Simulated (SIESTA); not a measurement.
## HfN under changes of volume

One of the cells (11.749 Å³/atom); the others are scaled copies at fixed shape and fractional positions:

```
Hf N
1.0
     3.15466    0.00000    0.00000
    -1.57733    2.73202    0.00000
     0.00000    0.00000    5.45264
Hf N
2 2
Direct
  0.33333 0.66667 0.25000
  0.66667 0.33333 0.75000
  0.00000 0.00000 0.50000
  0.00000 0.00000 0.00000
```

The cell comes from a database or a generator and needn't be the stable form of this composition.

| Property | Result |
| --- | --- |
| Program | SIESTA 5.4.2 |
| Functional | PBEsol |
| Potentials or basis | PseudoDojo 0.4 standard (PBEsol files) |
| Basis | DZP (energy shift 0.003 Ry; two zetas on semicore shells) |
| Grid cutoff | 800 Ry |
| Energy shift | 0.003 Ry |
| k mesh | 10 × 10 × 5 |
| Occupations | fermi-dirac, width 0.05 eV |
| Spin | no spin polarisation |

```csv
volume (Å³/atom),energy over the lowest point (meV/atom),pressure (GPa)
10.827,40.74,20.6
11.057,16.47,13.4
11.288,2.17,6.8
11.749,0.00,-4.7
11.979,10.46,-9.6
12.209,?,?
```

**Question.** What does the run at 12.209 Å³/atom give?

**Answer.** Energy over the lowest point 27.51 meV/atom; pressure -14.0 GPa.

Worked out: A Birch-Murnaghan fit of order 3 (a polynomial in V^(-2/3)) to the other rows has its minimum at 11.55 Å³/atom with B0 = V·E''(V) = 283 GPa and B' = 3.9 at fixed shape and positions, which overstates the stiffness. It gives 27.64 meV/atom at 12.209 Å³/atom, against the run's 27.51, and -dE/dV = -14.2 GPa, against -14.0.

Energies are extrapolated to zero smearing.

Caveats: short orbitals over semicore shells can move pressures by several GPa; the basis of atomic orbitals isn't converged, which shifts pressures, moduli and gaps.
